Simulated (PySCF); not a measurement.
**GeH2 (SMILES [GeH2]): MP2/STO-6G**

What is the vertical singlet–triplet gap of GeH2 at MP2/STO-6G? 

Program for the calculation: PySCF 2.14.0.

14 further runs of the same task are left out: 1 that didn't finish, 13 set aside as unsound or not needed.

**1. The molecule**

GeH2: 3 atoms, total charge 0, spin state singlet. As SMILES, `[GeH2]`. Geometry: relaxed at PBE0-D4/def2-TZVP.

Bond lengths: Ge1–H2 1.595 Å, Ge1–H3 1.594 Å. Angles: H2–Ge1–H3 90.6°.

**2. The energy at MP2/STO-6G**

calc.py

```python
from pyscf import gto, scf, mp

mol = gto.M(
    atom='Ge -0.570100 0.405100 -0.263700; H 0.783000 0.743600 0.509000; H -0.212900 -1.148700 -0.245300',
    max_memory=1860,
    basis='sto-6g',
    verbose=3,
)

mf = scf.RHF(mol)
mf.conv_tol = 1e-10
mf.kernel()
if not mf.converged:
    mf = mf.newton().run(mf.mo_coeff, mf.mo_occ)

pt = mp.MP2(mf, frozen=9).run()
e_tot = pt.e_tot
print('Final energy', e_tot)
```

Command:

```sh
$ OMP_NUM_THREADS=1 python calc.py
```

Standard output:

```text
converged SCF energy = -2065.34710397921
E(RMP2) = -2065.38049606839  E_corr = -0.0333920891827784
E(SCS-RMP2) = -2065.38700453655  E_corr = -0.0399005573391711
Final energy -2065.380496068393
```

Run time: 1 s. Hardware: 1 thread of Arm Neoverse V1, shared host; peak memory 0.12 GiB.

**3. The triplet**

run.py

```python
from pyscf import gto, scf, mp

system = gto.M(
    atom='''
Ge    -1.077333     0.765528    -0.498321
H      1.479656     1.405200     0.961871
H     -0.402323    -2.170728    -0.463550
''',
    basis='sto-6g',
    spin=2,
    unit='bohr',
    verbose=3,
    max_memory=1860,
    charge=0,
)

mf = scf.UHF(system)
mf.conv_tol = 1e-10
mf.kernel()
if not mf.converged:
    mf = mf.newton().run(mf.mo_coeff, mf.mo_occ)

pt = mp.MP2(mf, frozen=9).run()
e_tot = pt.e_tot
print('E = %.10f Eh' % e_tot)
```

Command:

```sh
$ OMP_NUM_THREADS=1 python run.py
```

Standard output:

```text
WARN: HOMO -0.245224102891368 >= LUMO -0.409361453385976

converged SCF energy = -2065.31808570788  <S^2> = 2.0068252  2S+1 = 3.0045467
E(UMP2) = -2065.34363262079  E_corr = -0.0255469129060476
E(SCS-UMP2) = -2065.34840845964  E_corr = -0.0303227517595291
E = -2065.3436326208 Eh
```

Run time: 1.1 s. Hardware: 1 thread of Arm Neoverse V1, shared host; peak memory 0.12 GiB.

**4. Results**

Level: MP2/STO-6G, 9 core orbitals frozen.

| quantity | value |
| --- | --- |
| singlet: total energy | -2065.38050 Eh |
| singlet: dipole moment (Hartree–Fock density) | 0.31 D |
| singlet: HOMO energy (Hartree–Fock orbitals) | -6.28 eV |
| singlet: LUMO energy (Hartree–Fock orbitals) | 4.66 eV |
| singlet: HOMO–LUMO gap (Hartree–Fock orbitals) | 10.93 eV |
| singlet: correlation energy (9 core orbitals frozen) | -33.4 mEh |
| triplet: total energy | -2065.34363 Eh |
| triplet: dipole moment (Hartree–Fock density) | 1.57 D |
| triplet: HOMO energy (Hartree–Fock orbitals) (highest over α and β) | -5.55 eV |
| triplet: LUMO energy (Hartree–Fock orbitals) (lowest over α and β) | 3.89 eV |
| triplet: correlation energy (9 core orbitals frozen) | -25.5 mEh |
| triplet: ⟨S²⟩ of the reference determinant | 2.007 |
| vertical energy of the triplet above the singlet | 1.003 eV |

In words: At this shape the triplet lies 1.00 eV (23 kcal/mol) above the singlet. In a minimal basis such a difference can be off by several eV, whatever the method. Mulliken charges (singlet) of the mean-field density run from -0.19 on H2 to +0.38 on Ge1; they depend strongly on the basis. Mulliken charges (triplet) of the mean-field density run from -0.13 on H2 to +0.26 on Ge1.
